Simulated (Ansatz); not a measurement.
# LuPb2: the cost of one run

Method: DFT LDA, with the methods named in each step, in Ansatz 0.2.0.

2 further runs of the same task are left out: 2 that didn't finish.

### 1 The system as given

Symmetry: I4/mmm, No. 139, tetragonal system. Conventional cell: a = 3.706 Å, b = 3.706 Å, c = 13.120 Å, α = 90.00°, β = 90.00°, γ = 90.00°. Lu (site symmetry 4/mmm) has 8 Pb at 3.42 Å and 4 Lu at 3.71 Å as nearest neighbours. Pb (site symmetry 4mm) is surrounded by 8 Pb at 3.41 to 3.71 Å and 4 Lu at 3.42 Å.

As a file:

```
Lu Pb
1.0
    -1.85305    1.85305    6.56000
     1.85305   -1.85305    6.56000
     1.85305    1.85305   -6.56000
Lu Pb
1 2
Direct
  0.00000 0.00000 0.00000
  0.33300 0.33300 0.00000
  0.66700 0.66700 0.00000
```

Whether this phase is the stable one at these pressures isn't tested.

Atoms are numbered in the order of the input: Lu1, Pb2, Pb3.

### 2 The reference volume, LAPW

Contents of input.yaml:

```yaml
crystal:
  lattice:
    - [-1.85305, 1.85305, 6.56]
    - [1.85305, -1.85305, 6.56]
    - [1.85305, 1.85305, -6.56]
  atoms:
    - { symbol: Lu, position: [0.0, 0.0, 0.0] }
    - { symbol: Pb, position: [0.333, 0.333, 0.0] }
    - { symbol: Pb, position: [0.667, 0.667, 0.0] }
kpoints:
  mp_grid: { grid: [14, 14, 14] }
  band_path:
    path:
      - [0.0, 0.0, 0.0]
      - [0.0, 0.0, 0.5]
      - [0.25, 0.25, 0.25]
      - [0.0, 0.5, 0.0]
      - [0.0, 0.0, 0.0]
      - [0.5, 0.5, -0.5]
      - [0.2699483328, 0.7300516672, -0.2699483328]
      - [-0.2699483328, 0.2699483328, 0.2699483328]
      - [0.0, 0.0, 0.0]
    npoints: 14
scf:
  occupations: { method: fermi_dirac, width: 0.05 }
hamiltonian:
  xc: lda
  pseudopotentials: { kind: all_electron, lapw: { basis_error: 0.001 } }
output:
  forces: true
  stress: true
  eigenvalues: true
  populations: true
```

The run is started by

```sh
> ansatz run input.yaml --threads 1 --pin off --max-ram 3072MiB --backend cpu --events-out ev --progress --plain --runs-dir out
```

What time and memory should one allow on 1 thread of Arm Neoverse V2, shared host?

About 4.2 min, with a peak of 1.6 GiB.
